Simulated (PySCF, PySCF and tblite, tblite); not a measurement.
**C5H6F3+: a path driven as rotation about a bond, and NMR exchange**

How fast is rotation about a bond in C5H6F3+ (`C[CH+]/C=C/C(F)(F)F`), and when do the exchanging lines merge?

Programs: PySCF 2.14.0 with density-fitted response routines of our own, and tblite 0.8.0. All values are computed, except where a source is named. Atoms count from 0 throughout.

## (1) The molecule as given

14 atoms, charge 1, multiplicity 1; geometry from: force field or distance geometry start.

Bonds of the start (Å): C0–C1 1.50, C0–H10 1.09, C0–H8 1.09, C0–H9 1.10, C1–C2 1.42, C1–H11 1.09, C2–C3 1.35, C2–H12 1.10, C3–C4 1.49, C3–H13 1.09, C4–F5 1.35, C4–F6 1.36, C4–F7 1.35.

## (2) GFN2-xTB relaxation, start minimum

What the job is given:

```
{"job": {"xc": "GFN2-xTB", "basis": "xTB", "kind": "relax"}, "charge": 1, "multiplicity": 1}
C      2.538200     0.347500    -0.054300
C      1.289800    -0.447700    -0.285600
C      0.005800     0.158100    -0.176000
C     -1.145300    -0.524600    -0.315900
C     -2.518100     0.038400    -0.210400
F     -3.230300    -0.539700     0.779900
F     -2.520300     1.379400     0.009900
F     -3.204400    -0.162600    -1.359700
H      2.851400     0.270800     0.992100
H      2.378600     1.405300    -0.295500
H      3.335400    -0.033000    -0.686000
H      1.381700    -1.527300    -0.417400
H     -0.043200     1.236200     0.016800
H     -1.119800    -1.601200    -0.495400
```

On the command line:

```console
> OMP_NUM_THREADS=1 python ens_run.py task.json out
```

The driver reads the study from task.json and runs its stages one after another.

The program printed:

```text
step      E/eV     max force
  0    -745.99299    2.423
  1    -746.13710    0.723
  2    -746.16364    0.546
  3    -746.18512    0.436
  4    -746.19740    0.222
  5    -746.20186    0.168
  6    -746.20579    0.129
  7    -746.20785    0.104
  8    -746.20914    0.104
  9    -746.21027    0.090
 10    -746.21156    0.110
 11    -746.21275    0.100
 12    -746.21359    0.065
 13    -746.21409    0.059
 14    -746.21446    0.057
 15    -746.21479    0.057
 16    -746.21512    0.045
 17    -746.21544    0.054
 18    -746.21572    0.054
 19    -746.21599    0.046
 20    -746.21626    0.042
 21    -746.21655    0.046
 22    -746.21691    0.049
 23    -746.21734    0.062
 24    -746.21789    0.067
 25    -746.21863    0.070
 26    -746.21961    0.080
 27    -746.22085    0.097
 28    -746.22223    0.106
 29    -746.22350    0.069
 30    -746.22437    0.072
 31    -746.22488    0.065
 32    -746.22535    0.062
 33    -746.22574    0.067
 34    -746.22618    0.049
 35    -746.22640    0.032
 36    -746.22656    0.031
 37    -746.22672    0.038
 38    -746.22710    0.048
 39    -746.22751    0.050
 40    -746.22792    0.046
 41    -746.22819    0.043
 42    -746.22841    0.037
 43    -746.22868    0.039
 44    -746.22897    0.042
 45    -746.22928    0.045
 46    -746.22963    0.053
 47    -746.23008    0.081
 48    -746.23060    0.076
 49    -746.23110    0.092
 50    -746.23155    0.051
 51    -746.23195    0.045
 52    -746.23229    0.039
 53    -746.23252    0.041
 54    -746.23269    0.033
 55    -746.23277    0.018
 56    -746.23282    0.013
 57    -746.23283    0.009
 58    -746.23284    0.007
 59    -746.23285    0.006
 60    -746.23285    0.004
 61    -746.23285    0.003
```

It took 0.3 s on 1 thread of Intel Xeon Platinum 8488C, shared host.

Relaxing gained 0.240 eV and moved the atoms by 0.19 Å on average (rms).

## (3) Relaxed scan, rotation

What the job is given:

```
{"job": {"xc": "GFN2-xTB", "basis": "xTB", "coordinate": [["t", [3, 2, 1, 0], 0.25], ["t", [3, 2, 1, 11], 0.25], ["t", [12, 2, 1, 0], 0.25], ["t", [12, 2, 1, 11], 0.25]], "kind": "drive"}, "charge": 1, "multiplicity": 1}
C      2.486926     0.362307    -0.065352
C      1.278782    -0.381319    -0.168569
C     -0.005875     0.196357    -0.159428
C     -1.127238    -0.558559    -0.258261
C     -2.520523     0.043894    -0.257836
F     -3.245600    -0.494389     0.718292
F     -2.498407     1.361211    -0.086210
F     -3.115430    -0.216447    -1.420585
H      3.097324    -0.031838     0.765041
H      2.358019     1.439070     0.020651
H      3.155811     0.107284    -0.904822
H      1.345572    -1.463254    -0.260126
H     -0.092101     1.275086    -0.069263
H     -1.117938    -1.639876    -0.351099
```

The program printed:

```text
point  coordinate     E/eV
  0    -75.300     -746.21001
  1    -60.700     -746.14443
  2    -45.900     -746.05071
  3    -30.900     -745.93769
  4    -15.500     -745.85896
  5      0.200     -745.83500
  6     15.700     -745.88230
  7     30.900     -745.97098
  8     45.700     -746.05634
  9     60.300     -746.10281
 10     75.000     -746.10517
 11     90.100     -746.09407
```

Wall time 2.2 s (1 thread of Intel Xeon Platinum 8488C, shared host).

The highest point is number 5, 8.6 kcal/mol above the first.

## (4) Nudged elastic band, leg 1

Changed since step 3:

```diff
@@ -1,2 +1,2 @@
-{"job": {"xc": "GFN2-xTB", "basis": "xTB", "coordinate": [["t", [3, 2, 1, 0], 0.25], ["t", [3, 2, 1, 11], 0.25], ["t", [12, 2, 1, 0], 0.25], ["t", [12, 2, 1, 11], 0.25]], "kind": "drive"}, "charge": 1, "multiplicity": 1}
+{"job": {"xc": "GFN2-xTB", "basis": "xTB", "kind": "neb"}, "charge": 1, "multiplicity": 1}
 C      2.486926     0.362307    -0.065352
```

The program printed:

```text
image   E - E0 / eV
  0       0.0000
  1       0.0982
  2       0.3095
  3       0.3923
  4       0.2003
  5       0.1266
  6       0.1069
```

Wall time 1.9 s (1 thread of Intel Xeon Platinum 8488C, shared host); peak memory 0.2 GiB.

The highest point is number 3, 9.0 kcal/mol above the first.

## (5) Saddle search, leg 1

What the job is given:

```
{"job": {"xc": "GFN2-xTB", "basis": "xTB", "kind": "saddle"}, "charge": 1, "multiplicity": 1}
C      2.354934     0.245091     0.395305
C      1.358800    -0.266679    -0.478102
C     -0.026516     0.009948    -0.402884
C     -1.070455    -0.494036     0.232046
C     -2.459497     0.084721     0.043972
F     -3.175220    -0.022158     1.152563
F     -2.391383     1.379582    -0.291783
F     -3.103884    -0.545782    -0.939093
H      2.864759    -0.619444     0.859052
H      1.990759     0.916826     1.170428
H      3.198688     0.672311    -0.168464
H      1.683176    -0.848189    -1.343826
H     -0.205975     0.854276    -1.098255
H     -1.018186    -1.366469     0.869042
```

The program printed:

```text
step      E/eV     max force
  0    -745.84051   0.0554
  1    -745.83561   0.0894
  2    -745.83487   0.3024
  3    -745.83557   0.0511
  4    -745.83743   0.0876
  5    -745.83913   0.1273
  6    -745.84107   0.0601
  7    -745.84193   0.1455
  8    -745.84187   0.0210
  9    -745.84256   0.0580
 10    -745.84222   0.0092
 11    -745.84263   0.0110
 12    -745.84294   0.0216
 13    -745.84318   0.0220
 14    -745.84333   0.0220
 15    -745.84340   0.0159
 16    -745.84341   0.0017
lowest wavenumbers (cm-1): -293.1 37.7 100.0 123.6 183.4 240.7
```

Run time: 3.8 s. Hardware: 1 thread of Intel Xeon Platinum 8488C, shared host; peak memory 0.2 GiB.

Point group C1; 1 imaginary mode, 293i cm⁻¹, carried by H12, H11, C1, C3. Steps downhill from it reached both ends.

## (6) Shieldings, start: PBE0/pcSseg-1 in cyclohexane

What the job is given:

```
{"job": {"kind": "nmr", "xc": "PBE0", "basis": "pcSseg-1", "solvent": "cyclohexane", "pop": false}, "charge": 1, "multiplicity": 1}
C      2.486926     0.362307    -0.065352
C      1.278782    -0.381319    -0.168569
C     -0.005875     0.196357    -0.159428
C     -1.127238    -0.558559    -0.258261
C     -2.520523     0.043894    -0.257836
F     -3.245600    -0.494389     0.718292
F     -2.498407     1.361211    -0.086210
F     -3.115430    -0.216447    -1.420585
H      3.097324    -0.031838     0.765041
H      2.358019     1.439070     0.020651
H      3.155811     0.107284    -0.904822
H      1.345572    -1.463254    -0.260126
H     -0.092101     1.275086    -0.069263
H     -1.117938    -1.639876    -0.351099
```

The program printed:

```text
coarse grid: 12408 points
cycle   1  E = -492.6174896463  dE =  1.473e+00  |g| = 8.932e-01  |ddm| = 3.288e+00
cycle   2  E = -492.4679408386  dE =  1.495e-01  |g| = 1.354e+00  |ddm| = 1.177e+00
cycle   3  E = -492.7564430035  dE = -2.885e-01  |g| = 9.771e-02  |ddm| = 7.071e-01
cycle   4  E = -492.7573027337  dE = -8.597e-04  |g| = 7.521e-02  |ddm| = 1.167e-01
cycle   5  E = -492.7587906590  dE = -1.488e-03  |g| = 1.333e-02  |ddm| = 5.917e-02
cycle   6  E = -492.7588264731  dE = -3.581e-05  |g| = 2.613e-03  |ddm| = 1.167e-02
cycle   7  E = -492.7588279118  dE = -1.439e-06  |g| = 8.647e-04  |ddm| = 2.268e-03
final grid: 123088 points
cycle   8  E = -492.8246355714  dE = -4.975e-05  |g| = 7.209e-03  |ddm| = 3.040e-02
cycle   9  E = -492.8246326727  dE =  2.899e-06  |g| = 8.794e-03  |ddm| = 1.058e-02
cycle  10  E = -492.8246473265  dE = -1.465e-05  |g| = 1.076e-03  |ddm| = 5.443e-03
cycle  11  E = -492.8246475165  dE = -1.899e-07  |g| = 1.845e-04  |ddm| = 7.033e-04
cycle  12  E = -492.8246475215  dE = -5.005e-09  |g| = 7.808e-05  |ddm| = 1.650e-04
cycle  13  E = -492.8246475224  dE = -8.694e-10  |g| = 1.774e-05  |ddm| = 5.973e-05
converged SCF energy = -492.8246475224

GIAO shielding tensors (ppm)
atom      isotropic    diamagn.    paramagn.     s11        s22        s33       span
  0 C      138.280     250.652    -112.372     91.721    155.527    167.592     75.871
  1 C      -84.218     257.677    -341.895   -243.843   -161.498    152.688    396.531
  2 C       38.357     258.371    -220.014    -58.022     16.089    157.006    215.028
  3 C      -13.130     258.771    -271.901   -123.657    -48.402    132.671    256.328
  4 C       59.401     242.222    -182.820     43.076     64.296     70.832     27.757
  5 F      246.549     469.159    -222.610    173.632    250.348    315.665    142.032
  6 F      268.583     474.816    -206.233    192.995    266.969    345.785    152.790
  7 F      244.214     468.567    -224.353    170.767    248.832    313.044    142.278
  8 H       26.816      24.849       1.967     23.779     24.691     31.978      8.199
  9 H       27.463      28.546      -1.083     23.833     27.482     31.074      7.241
 10 H       26.811      24.280       2.531     23.780     24.697     31.956      8.176
 11 H       20.664      31.032     -10.368     12.528     22.013     27.451     14.924
 12 H       23.082      32.697      -9.615     18.961     20.904     29.381     10.420
 13 H       23.113      30.417      -7.303     19.474     22.774     27.092      7.618
```

It took 17 s on 1 thread of Intel Xeon Platinum 8488C, shared host; peak memory 0.86 GiB.

This run: HOMO -12.76 eV, LUMO -7.40 eV.

## (7) Shieldings, saddle of leg 1: PBE0/pcSseg-1 in cyclohexane

What the job is given:

```
{"job": {"kind": "nmr", "xc": "PBE0", "basis": "pcSseg-1", "solvent": "cyclohexane", "pop": false}, "charge": 1, "multiplicity": 1}
C      2.354661     0.228089     0.430659
C      1.364815    -0.236123    -0.475020
C     -0.018097     0.053729    -0.386536
C     -1.083749    -0.543704     0.115845
C     -2.466137     0.068369     0.012968
F     -2.961374     0.313514     1.222950
F     -2.430348     1.227643    -0.656228
F     -3.297599    -0.747619    -0.624338
H      2.899820    -0.660977     0.798419
H      1.979058     0.818005     1.264477
H      3.181178     0.733912    -0.093153
H      1.691578    -0.793682    -1.355547
H     -0.166615     1.027969    -0.894157
H     -1.047190    -1.489124     0.639662
```

The program printed:

```text
coarse grid: 12408 points
cycle   1  E = -492.5818218826  dE =  1.527e+00  |g| = 8.966e-01  |ddm| = 3.268e+00
cycle   2  E = -492.4638639813  dE =  1.180e-01  |g| = 1.287e+00  |ddm| = 1.206e+00
cycle   3  E = -492.7270164843  dE = -2.632e-01  |g| = 4.998e-02  |ddm| = 6.691e-01
cycle   4  E = -492.7272868068  dE = -2.703e-04  |g| = 3.155e-02  |ddm| = 6.101e-02
cycle   5  E = -492.7274886298  dE = -2.018e-04  |g| = 5.936e-03  |ddm| = 2.699e-02
cycle   6  E = -492.7274950156  dE = -6.386e-06  |g| = 2.748e-03  |ddm| = 6.108e-03
final grid: 123088 points
cycle   7  E = -492.7935020491  dE = -3.910e-05  |g| = 8.061e-03  |ddm| = 2.916e-02
cycle   8  E = -492.7934868422  dE =  1.521e-05  |g| = 1.188e-02  |ddm| = 1.277e-02
cycle   9  E = -492.7935162441  dE = -2.940e-05  |g| = 1.429e-03  |ddm| = 7.840e-03
cycle  10  E = -492.7935167391  dE = -4.950e-07  |g| = 3.139e-04  |ddm| = 1.215e-03
cycle  11  E = -492.7935167591  dE = -2.003e-08  |g| = 1.253e-04  |ddm| = 2.990e-04
cycle  12  E = -492.7935167616  dE = -2.449e-09  |g| = 1.968e-05  |ddm| = 7.773e-05
cycle  13  E = -492.7935167617  dE = -7.333e-11  |g| = 5.996e-06  |ddm| = 1.828e-05
converged SCF energy = -492.7935167617

GIAO shielding tensors (ppm)
atom      isotropic    diamagn.    paramagn.     s11        s22        s33       span
  0 C      125.615     253.330    -127.715     66.653    139.970    170.222    103.568
  1 C     -152.667     257.774    -410.441   -350.211   -258.032    150.243    500.454
  2 C       32.332     265.057    -232.724    -45.441     49.107     93.331    138.773
  3 C       59.160     255.979    -196.820    -19.831     49.054    148.257    168.088
  4 C       59.188     242.861    -183.674     47.647     64.467     65.449     17.801
  5 F      250.321     470.198    -219.877    169.563    251.991    329.409    159.846
  6 F      266.544     475.609    -209.065    182.441    270.701    346.490    164.049
  7 F      251.981     468.251    -216.270    172.198    255.245    328.499    156.302
  8 H       26.450      24.566       1.884     23.016     24.889     31.443      8.427
  9 H       26.860      29.536      -2.676     24.085     27.624     28.871      4.786
 10 H       25.931      23.990       1.941     23.178     24.130     30.486      7.308
 11 H       18.194      28.386     -10.192      7.684     21.138     25.759     18.075
 12 H       23.489      30.594      -7.105     21.585     23.084     25.800      4.215
 13 H       25.288      30.579      -5.291     23.442     24.468     27.956      4.514
```

Run time: 17 s. Hardware: 1 thread of Intel Xeon Platinum 8488C, shared host; peak memory 0.86 GiB.

This run: HOMO -11.68 eV, LUMO -7.37 eV.

## (8) Shieldings, end: PBE0/pcSseg-1 in cyclohexane

What the job is given:

```
{"job": {"kind": "nmr", "xc": "PBE0", "basis": "pcSseg-1", "solvent": "cyclohexane", "pop": false}, "charge": 1, "multiplicity": 1}
C      2.165215    -0.129098     0.352875
C      1.390909     0.044530    -0.829640
C     -0.005313     0.226430    -0.905220
C     -0.888283    -0.177424     0.036522
C     -2.380367     0.070006    -0.091970
F     -2.799196     0.740890     0.980414
F     -2.683177     0.778590    -1.173384
F     -3.036720    -1.085323    -0.149102
H      2.849293    -0.983908     0.229061
H      1.603023    -0.179740     1.281704
H      2.908397     0.685004     0.416039
H      1.927079     0.081594    -1.776313
H     -0.394602     0.682606    -1.813427
H     -0.623423    -0.755257     0.914915
```

The program printed:

```text
coarse grid: 12408 points
cycle   1  E = -492.6120183793  dE =  1.479e+00  |g| = 8.898e-01  |ddm| = 3.291e+00
cycle   2  E = -492.4723819110  dE =  1.396e-01  |g| = 1.334e+00  |ddm| = 1.156e+00
cycle   3  E = -492.7502459662  dE = -2.779e-01  |g| = 8.665e-02  |ddm| = 6.890e-01
cycle   4  E = -492.7506779270  dE = -4.320e-04  |g| = 7.100e-02  |ddm| = 1.066e-01
cycle   5  E = -492.7519839028  dE = -1.306e-03  |g| = 1.412e-02  |ddm| = 5.794e-02
cycle   6  E = -492.7520270087  dE = -4.311e-05  |g| = 2.734e-03  |ddm| = 1.217e-02
cycle   7  E = -492.7520285559  dE = -1.547e-06  |g| = 8.794e-04  |ddm| = 2.286e-03
final grid: 123088 points
cycle   8  E = -492.8184189357  dE = -5.017e-05  |g| = 7.087e-03  |ddm| = 3.499e-02
cycle   9  E = -492.8184159270  dE =  3.009e-06  |g| = 8.701e-03  |ddm| = 1.055e-02
cycle  10  E = -492.8184302962  dE = -1.437e-05  |g| = 1.037e-03  |ddm| = 5.390e-03
cycle  11  E = -492.8184304696  dE = -1.733e-07  |g| = 2.351e-04  |ddm| = 6.971e-04
cycle  12  E = -492.8184304770  dE = -7.368e-09  |g| = 1.281e-04  |ddm| = 2.491e-04
cycle  13  E = -492.8184304809  dE = -3.954e-09  |g| = 3.663e-05  |ddm| = 1.168e-04
cycle  14  E = -492.8184304813  dE = -3.322e-10  |g| = 7.911e-06  |ddm| = 3.022e-05
converged SCF energy = -492.8184304813

GIAO shielding tensors (ppm)
atom      isotropic    diamagn.    paramagn.     s11        s22        s33       span
  0 C      140.651     252.600    -111.949     92.117    150.055    179.780     87.663
  1 C      -88.038     257.181    -345.219   -258.584   -165.109    159.580    418.164
  2 C       39.878     257.716    -217.838    -59.357     20.237    158.754    218.111
  3 C       -0.776     259.510    -260.286   -107.059    -39.511    144.242    251.301
  4 C       59.318     242.266    -182.948     43.971     63.545     70.438     26.467
  5 F      245.031     470.534    -225.503    170.220    250.902    313.970    143.750
  6 F      269.684     472.459    -202.775    191.812    270.240    347.000    155.188
  7 F      245.923     469.280    -223.357    171.194    248.944    317.631    146.437
  8 H       27.026      25.019       2.006     23.705     24.860     32.511      8.805
  9 H       27.411      30.853      -3.442     23.702     28.220     30.312      6.610
 10 H       26.843      24.813       2.030     23.622     24.589     32.317      8.694
 11 H       20.211      28.352      -8.141     12.680     21.279     26.673     13.992
 12 H       23.004      30.652      -7.648     20.054     20.903     28.056      8.002
 13 H       22.877      31.862      -8.985     18.547     22.545     27.540      8.993
```

It took 19 s on 1 thread of Intel Xeon Platinum 8488C, shared host; peak memory 0.86 GiB.

Key values: HOMO -12.63 eV, LUMO -7.45 eV.

## (9) Kinetics and line shapes

What the job is given:

```
{"job": {"smiles": "C[CH+]/C=C/C(F)(F)F", "charge": 1, "mult": 1, "motion": "rotation", "what": "allyl or dienyl ion", "atoms": [2, 1], "drives": [{"terms": [["t", [3, 2, 1, 0], 0.25], ["t", [3, 2, 1, 11], 0.25], ["t", [12, 2, 1, 0], 0.25], ["t", [12, 2, 1, 11], 0.25]], "by": 180, "n": 12}], "study": "path", "level": {"kind": "nmr", "xc": "PBE0", "basis": "pcSseg-1", "solvent": "cyclohexane"}, "fields": [60, 200, 270], "first": 5, "seed": 92, "kind": "path"}, "charge": 1, "multiplicity": 1}
C      2.486926     0.362307    -0.065352
C      1.278782    -0.381319    -0.168569
C     -0.005875     0.196357    -0.159428
C     -1.127238    -0.558559    -0.258261
C     -2.520523     0.043894    -0.257836
F     -3.245600    -0.494389     0.718292
F     -2.498407     1.361211    -0.086210
F     -3.115430    -0.216447    -1.420585
H      3.097324    -0.031838     0.765041
H      2.358019     1.439070     0.020651
H      3.155811     0.107284    -0.904822
H      1.345572    -1.463254    -0.260126
H     -0.092101     1.275086    -0.069263
H     -1.117938    -1.639876    -0.351099
```

The program printed:

```text
stationary points (kcal/mol above the start)
  n  kind          group   xTB      DFT    lowest mode
  0  minimum      Cs       0.00     0.00      25.9
  1  saddle       C1       8.98    19.51    -293.1
  2  minimum      C1       2.46     3.75      30.9

GFN2-xTB energies: T/K, barrier G, reaction G (kcal/mol), k forward, k back (1/s)
 150.00     7.69     2.51       39.1   8.94e+04
 200.00     7.78     2.54   2.64e+04   7.92e+06
 250.00     7.88     2.58   1.35e+06    1.2e+08
 298.15     7.99     2.61   1.74e+07   7.12e+08
 350.00     8.11     2.65   1.26e+08   2.84e+09
 400.00     8.23     2.68   5.31e+08   7.77e+09
 500.00     8.49     2.76   4.04e+09   3.26e+10

PBE0/pcSseg-1 + D3(BJ), IEF-PCM cyclohexane energies: T/K, barrier G, reaction G (kcal/mol), k forward, k back (1/s)
 150.00    18.22     3.80   1.77e-14      3e-09
 200.00    18.31     3.83    8.2e-08   0.000621
 250.00    18.41     3.86   0.000839      0.991
 298.15    18.52     3.89      0.332        118
 350.00    18.64     3.93       33.6   4.77e+03
 400.00    18.76     3.97        936   6.89e+04
 500.00    19.02     4.04   1.01e+05   2.95e+06
```

Run time: 66 s. Hardware: 1 thread of Intel Xeon Platinum 8488C, shared host; peak memory 0.86 GiB. This counts the whole study up to here.

Barriers by level (kcal/mol; entropies in cal/(mol K)). Zero-point and thermal terms come from xTB in every row. ΔG‡ leaves symmetry out; the rate counts equivalent paths (a factor of 2); effective ΔG‡, where given, is the barrier that would give that rate by Eyring's equation alone:

```tsv
level	ΔE‡	with zero-point	ΔH‡	ΔS‡	ΔG‡ (298 K)	ΔE of reaction	k at 298 K (1/s)	effective ΔG‡
GFN2-xTB	8.98	7.56	7.24	-2.5	7.99	2.46	1.7e+07	7.57
PBE0/pcSseg-1 + D3(BJ), IEF-PCM cyclohexane	19.51	18.09	17.77	-2.5	18.52	3.75	0.33	18.11
```

Sites that the driver pairs across this motion, and where their lines would merge (no couplings; faster rotations or exchange between molecules can average them sooner):

```tsv
nucleus	sites: shielding (ppm)	proton frequency (MHz)	spread (Hz)	coalescence (K)	lines at 298 K
$^{13}$C	C3: -13.1; C3 (end): -0.8	270	839	not given	–
$^{13}$C	C1: -84.2; C1 (end): -88.0	270	259	not given	–
$^{13}$C	C0: 138.3; C0 (end): 140.7	270	161	not given	–
$^{1}$H	H11: 20.66; H11 (end): 20.21	270	122	not given	–
$^{19}$F	F5, F6, F7: 253.1; F5, F6, F7 (end): 253.5	270	109	not given	–
$^{13}$C	C2: 38.4; C2 (end): 39.9	270	103	not given	–
$^{1}$H	H13: 23.11; H13 (end): 22.88	270	64	not given	–
$^{1}$H	H12: 23.08; H12 (end): 23.00	270	21	not given	–
```

A dash: the driver gave no coalescence for this row (it judged the minor form too scarce).

Rows that set an atom against itself at the end compare its shielding in the two forms.

[end of part 1 of 2]
